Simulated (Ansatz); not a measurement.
# La2SiF: the cost of one run

Computed with Ansatz 0.2.0 (DFT PBE, scalar-relativistic, plane waves, PAW, unless a step's input says otherwise).

## (1) Starting point

It takes space group Cmmm (No. 65, orthorhombic). The conventional cell has a = 5.403 Å, b = 7.012 Å, c = 4.895 Å, α = 90.00°, β = 90.00°, γ = 90.00°. La (site symmetry m2m) is surrounded by 1 F at 1.90 Å. Si (site symmetry mmm) is surrounded by 2 F at 2.45 Å. F (site symmetry mmm) has 2 La at 1.90 Å as nearest neighbours.

Coordinates:

```cif
data_structure
_symmetry_space_group_name_H-M 'P 1'
_symmetry_Int_Tables_number 1
_cell_length_a 4.4264
_cell_length_b 4.4264
_cell_length_c 4.8950
_cell_angle_alpha 90.000
_cell_angle_beta 90.000
_cell_angle_gamma 104.767
_cell_volume 92.74
loop_
_atom_site_label
_atom_site_type_symbol
_atom_site_fract_x
_atom_site_fract_y
_atom_site_fract_z
_atom_site_occupancy
La1 La 0.27121 0.72879 0.50000 1
La2 La 0.72879 0.27121 0.50000 1
Si1 Si 0.00000 0.00000 0.00000 1
F1 F 0.00000 0.00000 0.50000 1
```

Recipe of the guess: random cell by space group and Wyckoff sites (Cmmm, No. 65). Its size is a rough estimate.

## (2) The guess as it stands, on a coarse mesh

Contents of input.yaml:

```yaml
crystal:
  lattice:
    - [2.70172573, -3.50619975, 0.0]
    - [2.70172573, 3.50619975, 0.0]
    - [0.0, 0.0, 4.89501424]
  atoms:
    - { symbol: La, position: [0.27121241, 0.72878759, 0.5] }
    - { symbol: La, position: [0.72878759, 0.27121241, 0.5] }
    - { symbol: Si, position: [0.0, 0.0, 0.0] }
    - { symbol: F, position: [0.0, 0.0, 0.5] }
basis:
  ecutwfc: 420
kpoints:
  mp_grid: { grid: [4, 4, 4] }
hamiltonian:
  xc: pbe
scf:
  occupations: { method: gaussian, width: 0.1 }
  lower_state_search: "off"
output:
  forces: true
  stress: true
  eigenvalues: true
```

On the command line:

```
> ansatz run input.yaml --threads 1 --pin off --max-ram 2560MiB --backend cpu --events-out ev --progress --plain --runs-dir out
```

**Question.** How long does this run take on 1 thread of Intel Xeon 6975P-C (Granite Rapids), shared host, and how much memory does it need?

About 1.8 s, with a peak of 0.39 GiB.
